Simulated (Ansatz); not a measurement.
# BBrH3N: the cost of one run

Method: RKS wB97X-V/def2-SVP; program: Ansatz 0.2.0.

**1. Reference run: BBrH3N, relaxed**

File input.yaml:

```yaml
crystal:
  periodic: [false, false, false]
  atoms:
    - { symbol: B, position_ang: [-0.336378, 0.294996, -0.561282] }
    - { symbol: Br, position_ang: [0.819366, 1.785247, 0.889773] }
    - { symbol: "N", position_ang: [-0.02642, -0.832523, 0.118779] }
    - { symbol: H, position_ang: [0.678186, -0.200411, 1.054991] }
    - { symbol: H, position_ang: [-0.904022, 0.778425, -1.504548] }
    - { symbol: H, position_ang: [-0.230832, -1.825734, 0.002288] }
basis:
  gaussian: { orbitals: def2-SVP }
hamiltonian:
  xc: { name: wB97X-V }
output:
  forces: true
relax:
  f_tol: 0.02
  max_steps: 120
  constraints: [{ distance: [1, 3] }, { distance: [0, 1] }, { distance: [2, 3] }]
  escape_saddle: false
```

The run is started by

```console
ansatz run input.yaml --threads 1 --pin off --max-ram 2560MiB --backend cpu --events-out ev --progress --plain --runs-dir out
```

**Question.** How long does this run take on 1 thread of AMD EPYC 9R45 (Zen 5), shared host, and how much memory does it need?

About 14 s, with a peak of 0.23 GiB.
